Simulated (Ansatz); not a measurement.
**GeEtH3 (C2H8Ge): structure and electronic state**

Aim: characterise GeEtH3 (C2H8Ge) as a singlet: its structure, frontier levels and distribution of charge.

The runs use Ansatz 0.2.0, Gaussian basis; RKS PBE0-D4/def2-TZVP.

The runs, in order: relaxation at B3LYP-D4/def2-SVP; a search for the lowest solution at PBE0-D4/def2-SVP; a single point at PBE0-D4/def2-TZVP; harmonic vibrations at B3LYP-D4/def2-SVP.

## Step 1: Where the work starts

11 atoms, charge 0, spin multiplicity 1.

Atoms are counted from 1 here; the program's logs count them from 0.

Bond lengths: Ge1–C2 1.974 Å, Ge1–H9 1.495 Å, Ge1–H10 1.496 Å, Ge1–H11 1.496 Å, C2–C3 1.524 Å, C2–H4 1.092 Å, C2–H5 1.092 Å, C3–H6 1.089 Å, C3–H7 1.089 Å, C3–H8 1.089 Å. Angles: C2–Ge1–H9 111.4°, C2–Ge1–H10 111.5°, C2–Ge1–H11 111.9°, H9–Ge1–H10 106.9°, H9–Ge1–H11 107.5°, H10–Ge1–H11 107.4°, Ge1–C2–C3 112.4°, Ge1–C2–H4 109.1°, Ge1–C2–H5 108.9°, C3–C2–H4 109.7°, C3–C2–H5 109.7°, H4–C2–H5 106.7°, C2–C3–H6 111.0°, C2–C3–H7 110.5°, C2–C3–H8 110.6°, H6–C3–H7 108.3°, H6–C3–H8 108.3°, H7–C3–H8 108.0°.

Geometry (Å):

```xyz
11
C2H8Ge
Ge   -0.3062   -0.4204   -1.4183
C    -0.2859   -0.4209    0.5553
C     0.5228    0.7359    1.1290
H     0.1249   -1.3685    0.9086
H    -1.3139   -0.3686    0.9198
H     0.5106    0.7176    2.2176
H     1.5584    0.6787    0.7974
H     0.1154    1.6899    0.7982
H     1.0800   -0.4423   -1.9790
H    -0.9733    0.8046   -1.9586
H    -1.0328   -1.6060   -1.9701
```

The start is a GFN2-xTB geometry.

## Step 2: Relaxation at B3LYP-D4/def2-SVP

Input file in.yaml:

```yaml
crystal:
  periodic: [false, false, false]
  atoms:
    - {symbol: Ge, position_ang: [-0.306200, -0.420350, -1.418310]}
    - {symbol: C, position_ang: [-0.285890, -0.420910, 0.555320]}
    - {symbol: C, position_ang: [0.522830, 0.735910, 1.128980]}
    - {symbol: H, position_ang: [0.124860, -1.368480, 0.908590]}
    - {symbol: H, position_ang: [-1.313900, -0.368580, 0.919850]}
    - {symbol: H, position_ang: [0.510570, 0.717580, 2.217650]}
    - {symbol: H, position_ang: [1.558410, 0.678720, 0.797450]}
    - {symbol: H, position_ang: [0.115420, 1.689880, 0.798180]}
    - {symbol: H, position_ang: [1.079990, -0.442340, -1.979020]}
    - {symbol: H, position_ang: [-0.973280, 0.804620, -1.958570]}
    - {symbol: H, position_ang: [-1.032810, -1.606050, -1.970130]}
basis:
  gaussian: {orbitals: def2-SVP}
hamiltonian: {xc: {name: B3LYP}, dispersion: d4}
scf: {omitted_lower_state_checks: [starts]}
output: {orbitals: {seedname: orbitals}}
relax: {f_tol: 0.02, max_steps: 100}
```

Run with:

```
$ ansatz run in.yaml --threads 4 --pin off --events-out ev --progress --plain --max-ram 3916MiB
```

After this run come: Searching for the lowest solution, PBE0-D4/def2-SVP; Single point, PBE0-D4/def2-TZVP; Harmonic vibrations.

**Question.** What will the summary of the whole plan be? Wanted: point group; C–Ge bond; HOMO, LUMO at PBE0-D4/def2-TZVP; dipole at B3LYP-D4/def2-SVP; lowest, highest wavenumber.

The runs gave:

| quantity | value |
| --- | --- |
| point group | C1 |
| C–Ge bond | 1.975 Å |
| HOMO, LUMO at PBE0-D4/def2-TZVP | -8.26, 0.80 eV |
| dipole at B3LYP-D4/def2-SVP | 0.82 D |
| lowest, highest wavenumber | 119, 3106 cm⁻¹ |

In words: The molecule keeps its bonding pattern by the stored test; the atoms moved 0.04 Å (rms). All wavenumbers are real: a minimum at this level. The point group is read from a loosely relaxed geometry; soft torsions can leave it below the true symmetry.
